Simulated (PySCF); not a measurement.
**C₃H₆BFO: NMR shifts at several levels of theory**

How much do the NMR shifts of C₃H₆BFO (`C=C(F)OBC`) depend on the level of theory, and what does each level cost?

Programs: PySCF 2.14.0, with density-fitted response routines of our own. Each step states its level of theory. These are calculated values for one molecule in the gas phase, unless marked as measured. Atoms are numbered from 0 throughout.

### 1 The molecule as given

12 atoms, charge 0, multiplicity 1; geometry from: PBE0-D3(BJ)/def2-SVP.

Bonds of the start (Å): C0–C1 1.33, C1–F2 1.32, C1–O3 1.34, O3–B4 1.37, B4–C5 1.56, C0–H6 1.09, C0–H7 1.09, B4–H8 1.21, C5–H9 1.10, C5–H10 1.10, C5–H11 1.10.

### 2 NMR shieldings: PBE0/pcSseg-2

The job: settings as JSON, then the geometry in Å.

```
{"job": {"kind": "nmr", "xc": "PBE0", "basis": "pcSseg-2", "pop": false}, "charge": 0, "multiplicity": 1}
C      2.544875     0.489932     0.602281
C      1.496619     0.099244    -0.115738
F      1.607290    -0.270723    -1.382303
O      0.250305     0.031543     0.364740
B     -0.905273    -0.208709    -0.334713
C     -2.243557    -0.261492     0.462534
H      3.534366     0.514604     0.149758
H      2.402236     0.784221     1.640163
H     -0.847386    -0.364077    -1.530871
H     -2.739895    -1.232276     0.290978
H     -2.942404     0.495410     0.066238
H     -2.121259    -0.106411     1.543641
```

With the program's defaults for keys left out, this is: GIAO PBE0/pcSseg-2 NMR shielding, non-relativistic, gas phase.

Command:

```console
$ OMP_NUM_THREADS=1 python probes_run.py task.json out
```

One launch serves the whole session: the jobs run in the order shown.

Standard output:

```text
coarse grid: 10240 points
cycle   1  E = -317.5294923873  dE =  7.471e-01  |g| = 7.683e-01  |ddm| = 2.250e+00
cycle   2  E = -317.4410522608  dE =  8.844e-02  |g| = 1.041e+00  |ddm| = 8.621e-01
cycle   3  E = -317.6367604657  dE = -1.957e-01  |g| = 9.067e-02  |ddm| = 5.266e-01
cycle   4  E = -317.6383448550  dE = -1.584e-03  |g| = 4.088e-02  |ddm| = 7.629e-02
cycle   5  E = -317.6386463777  dE = -3.015e-04  |g| = 1.106e-02  |ddm| = 2.274e-02
cycle   6  E = -317.6386669487  dE = -2.057e-05  |g| = 3.356e-03  |ddm| = 7.059e-03
cycle   7  E = -317.6386693230  dE = -2.374e-06  |g| = 6.090e-04  |ddm| = 2.132e-03
final grid: 99880 points
cycle   8  E = -317.6369079187  dE = -9.420e-05  |g| = 7.763e-03  |ddm| = 3.923e-02
cycle   9  E = -317.6368991367  dE =  8.782e-06  |g| = 1.044e-02  |ddm| = 8.553e-03
cycle  10  E = -317.6369203155  dE = -2.118e-05  |g| = 1.381e-03  |ddm| = 4.885e-03
cycle  11  E = -317.6369207057  dE = -3.902e-07  |g| = 2.981e-04  |ddm| = 9.322e-04
cycle  12  E = -317.6369207213  dE = -1.558e-08  |g| = 1.423e-04  |ddm| = 2.168e-04
cycle  13  E = -317.6369207250  dE = -3.716e-09  |g| = 2.277e-05  |ddm| = 7.872e-05
cycle  14  E = -317.6369207251  dE = -1.062e-10  |g| = 6.048e-06  |ddm| = 1.760e-05
converged SCF energy = -317.6369207251

GIAO shielding tensors (ppm)
atom      isotropic    diamagn.    paramagn.     s11        s22        s33       span
  0 C      111.203     254.236    -143.033     42.197    129.500    161.913    119.716
  1 C       12.541     250.430    -237.889    -95.711     56.698     76.637    172.348
  2 F      262.395     469.756    -207.362    185.078    290.119    311.987    126.909
  3 O       79.121     394.609    -315.487    -50.716     48.255    239.825    290.542
  4 B       48.967     196.494    -147.527    -14.724     58.740    102.885    117.610
  5 C      176.310     245.376     -69.066    153.868    182.016    193.045     39.178
  6 H       27.335      28.957      -1.622     25.123     26.353     30.531      5.408
  7 H       27.251      31.040      -3.789     24.931     26.604     30.218      5.287
  8 H       25.597      31.182      -5.585     23.752     24.168     28.871      5.118
  9 H       30.584      28.508       2.076     27.483     28.108     36.161      8.678
 10 H       30.576      28.662       1.914     27.450     28.153     36.126      8.676
 11 H       30.634      30.306       0.328     26.878     29.300     35.723      8.845
```

It took 46 s on 1 thread of Arm Neoverse V2, shared host; peak memory 1.2 GiB.

The references, computed at this level on geometries of the same kind, shield at (ppm): 1H TMS 31.25, 13C TMS 184.1, 19F CFCl3 175.8, 17O H2O 328.2, 11B BF3·OEt2 99.1. Their shielding less the atom's gives the shift. The references are single molecules in the gas phase, so shifts against H2O, NH3, PH3, H3PO4 or CFCl3 are not on the usual liquid scales and can be off by tens of ppm. Atoms listed in one row are averaged.

| atoms | environment | σ (ppm) | δ (ppm) |
| --- | --- | --- | --- |
| C1 | alkene carbon bearing oxygen bonded to F | 12.5 | 171.6 |
| C0 | β carbon of an enol-ether or enamine type C=C | 111.2 | 72.9 |
| C5 | methyl carbon bonded to B | 176.3 | 7.8 |
| H8 | hydrogen on a boron bonded to C, O | 25.60 | 5.65 |
| H7 | hydrogen on a β carbon of an enol-ether or enamine type C=C | 27.25 | 3.99 |
| H6 | hydrogen on a β carbon of an enol-ether or enamine type C=C | 27.34 | 3.91 |
| H9, H10, H11 | hydrogen on a methyl carbon bonded to B | 30.60 | 0.65 |
| F2 | vinylic fluorine | 262.4 | -86.6 |
| O3 | oxygen bonded to C, B | 79.1 | 249.0 |
| B4 | boron bonded to C, O, H | 49.0 | 50.1 |

### 3 Shielding tensors: mPW1PW91/pcSseg-2

Settings changed since step 2:

```diff
@@ -1,2 +1,2 @@
-{"job": {"kind": "nmr", "xc": "PBE0", "basis": "pcSseg-2", "pop": false}, "charge": 0, "multiplicity": 1}
+{"job": {"kind": "nmr", "xc": "mPW1PW91", "basis": "pcSseg-2", "pop": false}, "charge": 0, "multiplicity": 1}
 C      2.544875     0.489932     0.602281
```

Method: GIAO mPW1PW91/pcSseg-2 NMR shielding, non-relativistic, gas phase.

Standard output:

```text
coarse grid: 10240 points
cycle   1  E = -317.8029367176  dE =  7.480e-01  |g| = 7.866e-01  |ddm| = 2.240e+00
cycle   2  E = -317.7116191943  dE =  9.132e-02  |g| = 1.064e+00  |ddm| = 8.750e-01
cycle   3  E = -317.9142460765  dE = -2.026e-01  |g| = 9.170e-02  |ddm| = 5.343e-01
cycle   4  E = -317.9158538105  dE = -1.608e-03  |g| = 4.088e-02  |ddm| = 7.601e-02
cycle   5  E = -317.9161495435  dE = -2.957e-04  |g| = 1.112e-02  |ddm| = 2.222e-02
cycle   6  E = -317.9161699858  dE = -2.044e-05  |g| = 3.335e-03  |ddm| = 6.962e-03
cycle   7  E = -317.9161722760  dE = -2.290e-06  |g| = 5.449e-04  |ddm| = 2.066e-03
final grid: 99880 points
cycle   8  E = -317.9141367924  dE = -8.940e-05  |g| = 5.436e-03  |ddm| = 3.764e-02
cycle   9  E = -317.9141338733  dE =  2.919e-06  |g| = 6.718e-03  |ddm| = 6.264e-03
cycle  10  E = -317.9141432731  dE = -9.400e-06  |g| = 1.004e-03  |ddm| = 3.394e-03
cycle  11  E = -317.9141434586  dE = -1.855e-07  |g| = 3.081e-04  |ddm| = 7.161e-04
cycle  12  E = -317.9141434777  dE = -1.903e-08  |g| = 1.091e-04  |ddm| = 2.092e-04
cycle  13  E = -317.9141434799  dE = -2.191e-09  |g| = 1.876e-05  |ddm| = 6.049e-05
cycle  14  E = -317.9141434799  dE = -6.605e-11  |g| = 4.460e-06  |ddm| = 1.315e-05
converged SCF energy = -317.9141434799

GIAO shielding tensors (ppm)
atom      isotropic    diamagn.    paramagn.     s11        s22        s33       span
  0 C      110.221     254.424    -144.204     40.847    128.481    161.335    120.488
  1 C       11.750     250.315    -238.565    -96.716     56.108     75.860    172.576
  2 F      263.074     469.855    -206.780    185.949    291.154    312.120    126.170
  3 O       80.071     394.571    -314.501    -49.399     49.557    240.055    289.454
  4 B       49.146     196.730    -147.584    -14.079     58.975    102.543    116.621
  5 C      175.711     245.411     -69.700    153.589    181.350    192.193     38.604
  6 H       27.385      28.941      -1.556     25.183     26.398     30.576      5.392
  7 H       27.301      31.060      -3.759     24.987     26.646     30.271      5.284
  8 H       25.682      31.214      -5.531     23.834     24.278     28.936      5.102
  9 H       30.637      28.476       2.161     27.553     28.178     36.180      8.627
 10 H       30.630      28.629       2.000     27.520     28.223     36.146      8.626
 11 H       30.683      30.304       0.379     26.935     29.371     35.743      8.808
```

Wall time 39 s (1 thread of Arm Neoverse V2, shared host); peak memory 1.2 GiB.

Key values: δ C1 171.8, C0 73.3, C5 7.8, F2 -85.9, H8 5.61, H7 3.99 ppm.

### 4 Nuclear shieldings: WP04/pcSseg-2

Settings changed since step 3:

```diff
@@ -1,2 +1,2 @@
-{"job": {"kind": "nmr", "xc": "mPW1PW91", "basis": "pcSseg-2", "pop": false}, "charge": 0, "multiplicity": 1}
+{"job": {"kind": "nmr", "xc": "WP04", "basis": "pcSseg-2", "pop": false}, "charge": 0, "multiplicity": 1}
 C      2.544875     0.489932     0.602281
```

Level: GIAO WP04/pcSseg-2 NMR shielding, non-relativistic, gas phase.

Standard output:

```text
coarse grid: 10240 points
cycle   1  E = -324.6298498969  dE =  7.060e-01  |g| = 1.190e+00  |ddm| = 2.168e+00
cycle   2  E = -324.3045548520  dE =  3.253e-01  |g| = 1.777e+00  |ddm| = 1.368e+00
cycle   3  E = -324.8611367357  dE = -5.566e-01  |g| = 2.127e-01  |ddm| = 9.227e-01
cycle   4  E = -324.8693268969  dE = -8.190e-03  |g| = 7.777e-02  |ddm| = 1.390e-01
cycle   5  E = -324.8702548334  dE = -9.279e-04  |g| = 2.622e-02  |ddm| = 3.928e-02
cycle   6  E = -324.8703729813  dE = -1.181e-04  |g| = 6.155e-03  |ddm| = 1.574e-02
cycle   7  E = -324.8703801589  dE = -7.178e-06  |g| = 1.629e-03  |ddm| = 3.956e-03
final grid: 99880 points
cycle   8  E = -324.8716795107  dE = -1.698e-04  |g| = 7.877e-03  |ddm| = 5.466e-02
cycle   9  E = -324.8716703295  dE =  9.181e-06  |g| = 1.021e-02  |ddm| = 1.023e-02
cycle  10  E = -324.8716933987  dE = -2.307e-05  |g| = 1.444e-03  |ddm| = 5.900e-03
cycle  11  E = -324.8716936811  dE = -2.824e-07  |g| = 6.917e-04  |ddm| = 1.028e-03
cycle  12  E = -324.8716937727  dE = -9.156e-08  |g| = 2.551e-04  |ddm| = 4.652e-04
cycle  13  E = -324.8716937854  dE = -1.278e-08  |g| = 3.690e-05  |ddm| = 1.402e-04
cycle  14  E = -324.8716937857  dE = -2.251e-10  |g| = 1.422e-05  |ddm| = 2.812e-05
converged SCF energy = -324.8716937857

GIAO shielding tensors (ppm)
atom      isotropic    diamagn.    paramagn.     s11        s22        s33       span
  0 C       96.239     253.500    -157.260     26.172    111.608    150.938    124.766
  1 C       -0.838     251.108    -251.946   -106.522     43.128     60.880    167.402
  2 F      267.217     472.449    -205.232    193.480    297.948    310.223    116.743
  3 O       87.664     394.028    -306.364    -30.941     63.842    230.092    261.033
  4 B       44.520     195.249    -150.730    -15.926     55.379     94.105    110.031
  5 C      165.413     243.237     -77.824    146.638    169.959    179.642     33.004
  6 H       27.742      29.035      -1.293     25.648     26.786     30.791      5.143
  7 H       27.650      31.377      -3.727     25.454     26.951     30.546      5.092
  8 H       26.623      31.767      -5.145     24.778     25.414     29.675      4.897
  9 H       30.975      28.653       2.322     28.127     28.698     36.099      7.972
 10 H       30.970      28.818       2.152     28.098     28.738     36.075      7.976
 11 H       31.033      30.502       0.531     27.487     29.910     35.704      8.217
```

Wall time 39 s (1 thread of Arm Neoverse V2, shared host); peak memory 1.2 GiB.

Key values: δ C1 172.9, C0 75.9, C5 6.7, F2 -89.9, H8 4.99, H7 3.96 ppm.

### 5 Nuclear shieldings: B97-2/pcSseg-2

Settings changed since step 4:

```diff
@@ -1,2 +1,2 @@
-{"job": {"kind": "nmr", "xc": "WP04", "basis": "pcSseg-2", "pop": false}, "charge": 0, "multiplicity": 1}
+{"job": {"kind": "nmr", "xc": "B97-2", "basis": "pcSseg-2", "pop": false}, "charge": 0, "multiplicity": 1}
 C      2.544875     0.489932     0.602281
```

With the program's defaults for keys left out, this is: GIAO B97-2/pcSseg-2 NMR shielding, non-relativistic, gas phase.

Standard output:

```text
coarse grid: 10240 points
cycle   1  E = -317.7694851374  dE =  7.254e-01  |g| = 8.053e-01  |ddm| = 2.250e+00
cycle   2  E = -317.6627730916  dE =  1.067e-01  |g| = 1.113e+00  |ddm| = 9.084e-01
cycle   3  E = -317.8855971535  dE = -2.228e-01  |g| = 9.844e-02  |ddm| = 5.614e-01
cycle   4  E = -317.8874815700  dE = -1.884e-03  |g| = 4.244e-02  |ddm| = 8.077e-02
cycle   5  E = -317.8877976455  dE = -3.161e-04  |g| = 1.226e-02  |ddm| = 2.351e-02
cycle   6  E = -317.8878232547  dE = -2.561e-05  |g| = 3.418e-03  |ddm| = 7.602e-03
cycle   7  E = -317.8878257321  dE = -2.477e-06  |g| = 6.687e-04  |ddm| = 2.267e-03
final grid: 99880 points
cycle   8  E = -317.8847031382  dE = -1.083e-04  |g| = 7.011e-03  |ddm| = 4.762e-02
cycle   9  E = -317.8846943431  dE =  8.795e-06  |g| = 1.032e-02  |ddm| = 6.942e-03
cycle  10  E = -317.8847103400  dE = -1.600e-05  |g| = 8.936e-04  |ddm| = 4.285e-03
cycle  11  E = -317.8847104857  dE = -1.457e-07  |g| = 3.182e-04  |ddm| = 6.584e-04
cycle  12  E = -317.8847105026  dE = -1.692e-08  |g| = 1.131e-04  |ddm| = 1.767e-04
cycle  13  E = -317.8847105050  dE = -2.423e-09  |g| = 2.191e-05  |ddm| = 6.422e-05
cycle  14  E = -317.8847105051  dE = -9.823e-11  |g| = 7.311e-06  |ddm| = 1.625e-05
converged SCF energy = -317.8847105051

GIAO shielding tensors (ppm)
atom      isotropic    diamagn.    paramagn.     s11        s22        s33       span
  0 C      112.357     254.343    -141.986     45.676    130.052    161.342    115.666
  1 C       14.598     251.136    -236.538    -90.320     56.969     77.145    167.465
  2 F      264.238     470.274    -206.035    187.705    292.663    312.348    124.644
  3 O       86.035     395.198    -309.162    -38.731     57.004    239.832    278.563
  4 B       52.119     197.056    -144.937     -8.353     62.064    102.647    111.000
  5 C      176.098     245.684     -69.586    155.199    181.127    191.969     36.770
  6 H       27.505      28.894      -1.389     25.284     26.544     30.689      5.405
  7 H       27.421      31.129      -3.708     25.090     26.800     30.371      5.281
  8 H       25.823      31.422      -5.599     23.963     24.504     29.002      5.039
  9 H       30.709      28.498       2.211     27.667     28.256     36.204      8.538
 10 H       30.701      28.666       2.035     27.634     28.299     36.169      8.535
 11 H       30.770      30.461       0.309     27.053     29.459     35.799      8.746
```

Wall time 55 s (1 thread of Arm Neoverse V2, shared host); peak memory 1.2 GiB.

This run: δ C1 168.9, C0 71.1, C5 7.4, F2 -86.8, H8 5.54, H7 3.94 ppm.

### 6 Shielding tensors: BHandHLYP/pcSseg-2

Settings changed since step 5:

```diff
@@ -1,2 +1,2 @@
-{"job": {"kind": "nmr", "xc": "B97-2", "basis": "pcSseg-2", "pop": false}, "charge": 0, "multiplicity": 1}
+{"job": {"kind": "nmr", "xc": "BHandHLYP", "basis": "pcSseg-2", "pop": false}, "charge": 0, "multiplicity": 1}
 C      2.544875     0.489932     0.602281
```

With the program's defaults for keys left out, this is: GIAO BHandHLYP/pcSseg-2 NMR shielding, non-relativistic, gas phase.

Standard output:

```text
coarse grid: 10240 points
cycle   1  E = -317.7303238090  dE =  8.664e-01  |g| = 7.393e-01  |ddm| = 2.213e+00
cycle   2  E = -317.7341693042  dE = -3.845e-03  |g| = 7.655e-01  |ddm| = 6.910e-01
cycle   3  E = -317.8314496718  dE = -9.728e-02  |g| = 4.756e-02  |ddm| = 3.579e-01
cycle   4  E = -317.8319122719  dE = -4.626e-04  |g| = 2.463e-02  |ddm| = 4.263e-02
cycle   5  E = -317.8320377876  dE = -1.255e-04  |g| = 5.819e-03  |ddm| = 1.613e-02
cycle   6  E = -317.8320432739  dE = -5.486e-06  |g| = 2.188e-03  |ddm| = 3.721e-03
final grid: 99880 points
cycle   7  E = -317.8332531616  dE = -3.942e-05  |g| = 2.393e-03  |ddm| = 2.407e-02
cycle   8  E = -317.8332534528  dE = -2.912e-07  |g| = 1.987e-03  |ddm| = 2.392e-03
cycle   9  E = -317.8332542526  dE = -7.998e-07  |g| = 4.407e-04  |ddm| = 1.145e-03
cycle  10  E = -317.8332542814  dE = -2.877e-08  |g| = 1.775e-04  |ddm| = 2.803e-04
cycle  11  E = -317.8332542882  dE = -6.820e-09  |g| = 1.695e-05  |ddm| = 1.012e-04
cycle  12  E = -317.8332542882  dE = -7.230e-11  |g| = 6.962e-06  |ddm| = 1.835e-05
converged SCF energy = -317.8332542882

GIAO shielding tensors (ppm)
atom      isotropic    diamagn.    paramagn.     s11        s22        s33       span
  0 C      110.369     252.365    -141.996     36.893    132.227    161.986    125.094
  1 C       11.973     248.771    -236.799   -104.943     61.632     79.230    184.173
  2 F      282.505     470.021    -187.516    213.210    309.513    324.793    111.583
  3 O       98.484     394.878    -296.395    -26.255     73.301    248.405    274.660
  4 B       52.584     194.705    -142.121     -9.398     63.273    103.876    113.273
  5 C      176.818     242.643     -65.824    156.187    181.290    192.977     36.790
  6 H       27.480      29.161      -1.681     25.162     26.446     30.831      5.669
  7 H       27.398      31.087      -3.689     24.954     26.754     30.486      5.532
  8 H       26.053      31.041      -4.988     23.978     24.879     29.303      5.326
  9 H       30.808      28.718       2.090     27.667     28.332     36.425      8.759
 10 H       30.802      28.859       1.943     27.632     28.379     36.396      8.764
 11 H       30.833      30.348       0.485     26.969     29.547     35.984      9.015
```

Run time: 42 s. Hardware: 1 thread of Arm Neoverse V2, shared host; peak memory 1.2 GiB.

This run: δ C1 172.3, C0 73.9, C5 7.4, F2 -80.5, H8 5.40, H7 4.05 ppm.

### 7 Shielding tensors: CAM-B3LYP/pcSseg-2

Settings changed since step 6:

```diff
@@ -1,2 +1,2 @@
-{"job": {"kind": "nmr", "xc": "BHandHLYP", "basis": "pcSseg-2", "pop": false}, "charge": 0, "multiplicity": 1}
+{"job": {"kind": "nmr", "xc": "CAM-B3LYP", "basis": "pcSseg-2", "pop": false}, "charge": 0, "multiplicity": 1}
 C      2.544875     0.489932     0.602281
```

With the program's defaults for keys left out, this is: GIAO CAM-B3LYP/pcSseg-2 NMR shielding, non-relativistic, gas phase.

Standard output:

```text
coarse grid: 10240 points
cycle   1  E = -317.7525946261  dE =  8.543e-01  |g| = 8.000e-01  |ddm| = 2.215e+00
cycle   2  E = -317.7257972416  dE =  2.680e-02  |g| = 9.376e-01  |ddm| = 7.756e-01
cycle   3  E = -317.8677763760  dE = -1.420e-01  |g| = 5.547e-02  |ddm| = 4.208e-01
cycle   4  E = -317.8682714777  dE = -4.951e-04  |g| = 3.214e-02  |ddm| = 4.255e-02
cycle   5  E = -317.8684656933  dE = -1.942e-04  |g| = 9.888e-03  |ddm| = 1.968e-02
cycle   6  E = -317.8684826803  dE = -1.699e-05  |g| = 3.147e-03  |ddm| = 6.711e-03
cycle   7  E = -317.8684848668  dE = -2.186e-06  |g| = 5.535e-04  |ddm| = 2.034e-03
final grid: 99880 points
cycle   8  E = -317.8698841492  dE = -6.783e-05  |g| = 4.483e-03  |ddm| = 2.729e-02
cycle   9  E = -317.8698840467  dE =  1.025e-07  |g| = 4.781e-03  |ddm| = 4.423e-03
cycle  10  E = -317.8698879903  dE = -3.944e-06  |g| = 6.792e-04  |ddm| = 2.237e-03
cycle  11  E = -317.8698880498  dE = -5.941e-08  |g| = 2.654e-04  |ddm| = 4.018e-04
cycle  12  E = -317.8698880627  dE = -1.295e-08  |g| = 3.905e-05  |ddm| = 1.398e-04
cycle  13  E = -317.8698880630  dE = -2.728e-10  |g| = 1.538e-05  |ddm| = 2.637e-05
converged SCF energy = -317.8698880630

GIAO shielding tensors (ppm)
atom      isotropic    diamagn.    paramagn.     s11        s22        s33       span
  0 C      107.799     251.993    -144.193     35.065    128.582    159.751    124.686
  1 C        6.931     248.473    -241.543   -108.024     54.209     74.607    182.631
  2 F      270.225     469.989    -199.765    199.533    296.324    314.817    115.284
  3 O       84.534     393.397    -308.863    -42.695     56.000    240.297    282.992
  4 B       45.831     193.808    -147.977    -20.115     55.800    101.809    121.923
  5 C      174.864     241.779     -66.915    152.603    179.787    192.203     39.600
  6 H       27.352      29.413      -2.061     25.183     26.316     30.556      5.373
  7 H       27.269      30.939      -3.670     24.980     26.579     30.248      5.267
  8 H       25.740      30.869      -5.129     23.846     24.281     29.091      5.244
  9 H       30.670      28.810       1.860     27.591     28.261     36.157      8.566
 10 H       30.662      28.919       1.743     27.557     28.307     36.123      8.566
 11 H       30.710      30.144       0.566     26.968     29.431     35.732      8.764
```

It took 50 s on 1 thread of Arm Neoverse V2, shared host; peak memory 1.4 GiB.

Key values: δ C1 175.6, C0 74.8, C5 7.7, F2 -84.2, H8 5.60, H7 4.07 ppm.

[end of part 1 of 2]
